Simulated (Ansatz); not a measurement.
Crystal: HfIn4SiO6.

```xyz
12
Lattice="2.7159 -4.7036 0.0083 2.7159 4.7036 0.0083 -1.8792 0.0000 7.4013" Properties=species:S:1:pos:R:3 pbc="T T T"
Hf    2.7159   -2.7125    0.0083
In    1.7763   -1.1453    3.7090
In    2.7159    0.4231    0.0083
In    1.7763    2.0313    3.7090
In    1.7763   -4.3098    3.7090
Si    2.7159    3.5589    0.0083
O    -1.1497    0.2444    6.4159
O     4.7022    0.2444    1.0021
O     1.9910   -1.2091    6.4253
O     1.5616   -1.2091    0.9927
O     1.8741    2.2355    0.9933
O     1.6785    2.2355    6.4246
```

The cell was built by a generator and needn't be a form met in nature.

- Program: Ansatz 0.2.0
- Task: relaxation of cell and atoms
- Functional: PBEsol
- Potentials or basis: Ansatz PAW
- Cutoff: 420 eV (not typed: the program's choice for these potentials)
- k mesh: 4 × 4 × 3
- Occupations: fermi-dirac, width 0.05 eV
- Spin: no spin polarisation

At the start: volume 15.77 Å³/atom.

**Question.** How do energy, volume and symmetry change on relaxing?

**Answer.** It ends after 9 steps and the volume is 14.98 Å³/atom (-5.0 %); space group C2 (No. 5, to 0.05 Å).

The path:
| step | energy change (eV) | largest force (eV/Å) | volume (Å³) |
| --- | --- | --- | --- |
| 1 | 0.0000 | 0.1854 | 189.24 |
| 2 | -0.1091 | 0.3910 | 175.83 |
| 3 | -0.1468 | 0.1333 | 180.82 |
| 4 | -0.1511 | 0.0570 | 180.57 |
| 5 | -0.1531 | 0.0216 | 180.18 |
| 6 | -0.1532 | 0.0051 | 180.18 |
| 7 | -0.1319 | 0.0056 | 180.18 |
| 8 | -0.1335 | 0.0019 | 179.77 |
| 9 | -0.1321 | 0.0020 | 179.77 |

Final structure:
```
Hf In Si O
1.0
     2.68103   -4.64322    0.00985
     2.68103    4.64322    0.00985
    -1.85034    0.00000    7.21370
Hf In Si O
1 4 1 6
Cartesian
  2.6810 -2.6768 0.0099
  1.7559 -1.1245 3.6167
  2.6810 0.4189 0.0099
  1.7559 1.9929 3.6167
  1.7559 -4.2538 3.6167
  2.6810 3.5142 0.0099
  -1.1314 0.2401 6.2318
  4.6431 0.2401 1.0016
  1.9712 -1.1942 6.2432
  1.5405 -1.1942 0.9902
  1.8496 2.2097 0.9905
  1.6621 2.2097 6.2429
```

Caveat: the plane-wave basis is chosen anew once the cell has moved, so the energies of steps on either side of that aren't comparable; the pressure holds a Pulay correction of +0.5 GPa for the finite cutoff; the PAW data sets come from PBE, with cores solved anew for the run's functional, which leaves a small shift of forces and pressure.
